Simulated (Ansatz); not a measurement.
# C2H6Cl2InN: vertical ionisation energy

One table from this session's results is given with a row withheld; the runs are named, their logs left out.

The runs use Ansatz 0.2.0, Gaussian basis; unrestricted cation, the program's frozen cores in correlated methods.

Plan: UKS PBE-D4/def2-TZVPP; UKS r2SCAN-D4/def2-TZVPP; UKS PBE0-D4/def2-TZVPP; UKS B3LYP-D4/def2-TZVPP; UKS wB97X-V/def2-TZVPP; UKS wB97M-V/def2-TZVPP; UKS B2PLYP/def2-TZVPP; UHF-CCSD(T)/def2-TZVPP; UHF-MP2/def2-QZVPP; extrapolation to the limit; then −ε(HOMO) from the neutral's earlier runs with LDA (SPW92), PBE-D4, revPBE-D4, BLYP-D4, r2SCAN-D4, B97M-V, PBE0-D4, B3LYP-D4, r2SCANh-D4, r2SCAN0-D4, HSE06-D4, BHLYP-D4, CAM-B3LYP-D4, LC-ωPBE, ωB97X-V, ωB97M-V.

## The geometry

The geometry comes from an earlier relaxation with PBE0-D4 in a triple-zeta def2 set; it is a stationary point, not always the lowest conformer. In takes the def2 core potential; no spin-orbit term is included.

SMILES `C[N](C)[In]([Cl])[Cl]`, 12 atoms, charge 0, spin multiplicity 1.

Atoms are counted from 1 here; the program's logs count them from 0.

Bond lengths: C1–N2 1.441 Å, C1–H7 1.100 Å, C1–H8 1.100 Å, C1–H9 1.092 Å, N2–C3 1.441 Å, N2–In4 1.984 Å, C3–H10 1.100 Å, C3–H11 1.100 Å, C3–H12 1.092 Å, In4–Cl5 2.308 Å, In4–Cl6 2.308 Å. Angles: N2–C1–H7 111.3°, N2–C1–H8 111.4°, N2–C1–H9 111.2°, H7–C1–H8 107.4°, H7–C1–H9 107.7°, H8–C1–H9 107.7°, C1–N2–C3 114.2°, C1–N2–In4 122.9°, C3–N2–In4 122.9°, N2–C3–H10 111.4°, N2–C3–H11 111.3°, N2–C3–H12 111.2°, H10–C3–H11 107.4°, H10–C3–H12 107.7°, H11–C3–H12 107.7°, N2–In4–Cl5 120.4°, N2–In4–Cl6 120.4°, Cl5–In4–Cl6 119.3°.

Set-up of the first run:

Input file in.yaml:

```yaml
crystal:
  periodic: [false, false, false]
  atoms:
    - {symbol: C, position_ang: [0.600572, -0.420664, -1.278369]}
    - {symbol: N, position_ang: [0.042803, -0.040855, -0.005437]}
    - {symbol: C, position_ang: [0.679880, -0.661958, 1.127731]}
    - {symbol: In, position_ang: [-1.463967, 1.237746, 0.172312]}
    - {symbol: Cl, position_ang: [-2.416242, 2.187196, -1.703851]}
    - {symbol: Cl, position_ang: [-2.287673, 1.788633, 2.257077]}
    - {symbol: H, position_ang: [0.522283, -1.505319, -1.441376]}
    - {symbol: H, position_ang: [1.665624, -0.155024, -1.344380]}
    - {symbol: H, position_ang: [0.082668, 0.076800, -2.101098]}
    - {symbol: H, position_ang: [1.748558, -0.407247, 1.175837]}
    - {symbol: H, position_ang: [0.605834, -1.757908, 1.076814]}
    - {symbol: H, position_ang: [0.219660, -0.341400, 2.064750]}
basis:
  gaussian: {orbitals: def2-TZVPP}
total_charge: 1
magnetization: {spin_polarized: true, initial_magnetization: 1}
hamiltonian: {xc: pbe, dispersion: d4}
```

Run with:

```sh
$ ansatz run in.yaml --threads 2 --pin off --events-out ev --progress --plain --max-ram 22528MiB --backend cuda --devices 0, --max-vram 18GiB
```

Steps of the session up to this table: Cation, UKS PBE-D4/def2-TZVPP; Cation, UKS r2SCAN-D4/def2-TZVPP; Cation, UKS PBE0-D4/def2-TZVPP; Cation, UKS B3LYP-D4/def2-TZVPP; Cation, UKS wB97X-V/def2-TZVPP; Cation, UKS wB97M-V/def2-TZVPP; Cation, UKS B2PLYP (frozen core)/def2-TZVPP; Cation, UHF-CCSD(T)/def2-TZVPP; Cation, UHF-MP2/def2-QZVPP.

One table of the session follows, with a row left open; its other results are not shown here.

Orbital estimates, from the neutral's runs:

| functional | −ε(HOMO) (eV) |
| --- | --- |
| LDA (SPW92) | 5.60 |
| PBE-D4 | ? |
| revPBE-D4 | 5.37 |
| BLYP-D4 | 5.34 |
| r2SCAN-D4 | 5.66 |
| B97M-V | 5.76 |
| PBE0-D4 | 6.67 |
| B3LYP-D4 | 6.48 |
| r2SCANh-D4 | 6.13 |
| r2SCAN0-D4 | 6.84 |
| HSE06-D4 | 6.27 |
| BHLYP-D4 | 7.87 |
| CAM-B3LYP-D4 | 8.04 |
| LC-ωPBE | 9.35 |
| ωB97X-V | 9.03 |
| ωB97M-V | 8.94 |

**Question.** Estimate the row for PBE-D4.

**Answer.** −ε(HOMO) (eV): 5.44. In the column «−ε(HOMO) (eV)» it lies between revPBE-D4 (5.37) and LDA (SPW92) (5.60).

Caveats from the session: The cation may have settled in a state other than its lowest; no search over hole states beyond the program's own was made.
